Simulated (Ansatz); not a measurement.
**F2H2NOSi radical: small, medium and large basis sets**

Aim: see how fast density functionals converge with the basis set for F2H2NOSi radical.

Program: Ansatz 0.2.0, Gaussian basis. Level of theory: one geometry, several basis sets. These are calculated values, not measurements.

Levels to be run: PBE0-D4/def2-SVP; ωB97M-V/def2-SVP; PBE0-D4/def2-QZVPP; ωB97M-V/def2-QZVPP; the functionals' def2-TZVPP values are taken from earlier runs.

## 1. Structure used throughout

The geometry comes from an earlier relaxation with PBE0-D4 in a triple-zeta def2 set; it is a stationary point, not always the lowest conformer.

SMILES `N[Si]([O])(F)F`, 7 atoms, charge 0, spin multiplicity 2.

Atoms are counted from 1 here; the program's logs count them from 0.

Bond lengths: N1–Si2 1.698 Å, N1–H6 1.008 Å, N1–H7 1.008 Å, Si2–O3 1.614 Å, Si2–F4 1.576 Å, Si2–F5 1.576 Å. Angles: Si2–N1–H6 120.6°, Si2–N1–H7 120.6°, H6–N1–H7 112.2°, N1–Si2–O3 102.0°, N1–Si2–F4 110.2°, N1–Si2–F5 110.1°, O3–Si2–F4 113.7°, O3–Si2–F5 113.8°, F4–Si2–F5 107.0°.

## 2. PBE0-D4 in def2-SVP

in.yaml reads:

```yaml
crystal:
  periodic: [false, false, false]
  atoms:
    - {symbol: N, position_ang: [-0.337198, 0.616049, 0.733638]}
    - {symbol: Si, position_ang: [0.308801, -0.463379, -0.406417]}
    - {symbol: O, position_ang: [-0.534972, -0.096479, -1.732074]}
    - {symbol: F, position_ang: [0.112099, -1.949361, 0.079405]}
    - {symbol: F, position_ang: [1.859927, -0.230081, -0.556367]}
    - {symbol: H, position_ang: [-1.252452, 0.460679, 1.126998]}
    - {symbol: H, position_ang: [-0.095003, 1.594471, 0.709118]}
basis:
  gaussian: {orbitals: def2-SVP}
magnetization: {spin_polarized: true, initial_magnetization: 1}
hamiltonian: {xc: pbe0, dispersion: d4}
output: {orbitals: {seedname: orbitals}}
```

After this run come: ωB97M-V in def2-SVP; PBE0-D4 in def2-QZVPP; ωB97M-V in def2-QZVPP.

**Question.** What will the summary of the whole plan be? Wanted: PBE0-D4: double and triple zeta above quadruple; ωB97M-V: double and triple zeta above quadruple.

**Answer**, as computed:

| quantity | value |
| --- | --- |
| PBE0-D4: double and triple zeta above quadruple | 15.46, 0.80 eV |
| ωB97M-V: double and triple zeta above quadruple | 15.63, 0.75 eV |

What this shows: PBE0-D4 gains 14.65 eV from double to triple zeta, then 0.80 eV more. Total energies overstate the basis error of differences, where much of it tends to cancel.
